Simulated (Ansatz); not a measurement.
# C2H6BClO: how energies converge with the basis set

The task here is to estimate one member of a computed series from the others.

Method: one geometry, several basis sets; program: Ansatz 0.2.0, Gaussian basis.

Plan: PBE0-D4/def2-SVP; ωB97M-V/def2-SVP; PBE0-D4/def2-QZVPP; ωB97M-V/def2-QZVPP; the functionals' def2-TZVPP values are taken from earlier runs.

## Structure used throughout

All runs share one geometry, relaxed beforehand with PBE0-D4 in a triple-zeta def2 set.

SMILES `CCB(O)Cl`, 11 atoms, charge 0, spin multiplicity 1.

Atoms are counted from 1 here; the program's logs count them from 0.

Bond lengths: C1–C2 1.524 Å, C1–H6 1.091 Å, C1–H7 1.092 Å, C1–H8 1.092 Å, C2–B3 1.570 Å, C2–H9 1.100 Å, C2–H10 1.098 Å, B3–O4 1.351 Å, B3–Cl5 1.769 Å, O4–H11 0.961 Å. Angles: C2–C1–H6 111.0°, C2–C1–H7 111.4°, C2–C1–H8 111.3°, H6–C1–H7 108.0°, H6–C1–H8 107.2°, H7–C1–H8 107.7°, C1–C2–B3 116.7°, C1–C2–H9 109.2°, C1–C2–H10 110.2°, B3–C2–H9 105.7°, B3–C2–H10 109.3°, H9–C2–H10 104.9°, C2–B3–O4 123.9°, C2–B3–Cl5 120.9°, O4–B3–Cl5 115.1°, B3–O4–H11 112.7°.

The first run:

in.yaml

```yaml
crystal:
  periodic: [false, false, false]
  atoms:
    - {symbol: C, position_ang: [-0.883977, 0.002053, -1.161803]}
    - {symbol: C, position_ang: [0.025650, -0.534506, -0.062600]}
    - {symbol: B, position_ang: [0.770672, 0.529079, 0.819427]}
    - {symbol: O, position_ang: [1.130703, 0.323812, 2.104964]}
    - {symbol: Cl, position_ang: [1.249085, 2.092994, 0.145333]}
    - {symbol: H, position_ang: [-0.330979, 0.646212, -1.847272]}
    - {symbol: H, position_ang: [-1.326468, -0.809474, -1.743372]}
    - {symbol: H, position_ang: [-1.700357, 0.597013, -0.745906]}
    - {symbol: H, position_ang: [0.815490, -1.152233, -0.515409]}
    - {symbol: H, position_ang: [-0.530879, -1.220293, 0.589022]}
    - {symbol: H, position_ang: [0.846462, -0.531557, 2.438316]}
basis:
  gaussian: {orbitals: def2-SVP}
hamiltonian: {xc: pbe0, dispersion: d4}
output: {orbitals: {seedname: orbitals}}
```

Among the steps run: PBE0-D4 in def2-SVP; ωB97M-V in def2-SVP; PBE0-D4 in def2-QZVPP; ωB97M-V in def2-QZVPP.

One of the session's tables, all rows but one given; the rest of the session is left out.

It belongs to the step «Functionals by basis». 

```
functional       basis  HOMO (eV)  LUMO (eV)
   PBE0-D4    def2-SVP      -8.42       0.39
   PBE0-D4  def2-TZVPP          ?          ?
   PBE0-D4  def2-QZVPP      -8.63       0.00
   ωB97M-V    def2-SVP     -10.69       2.52
   ωB97M-V  def2-TZVPP     -10.90       1.81
   ωB97M-V  def2-QZVPP     -10.93       1.27
```

**Question.** Estimate the row for PBE0-D4, def2-TZVPP.

**Answer.** HOMO (eV): -8.60; LUMO (eV): 0.09. In the column «HOMO (eV)» it lies between PBE0-D4, def2-QZVPP (-8.63) and PBE0-D4, def2-SVP (-8.42).
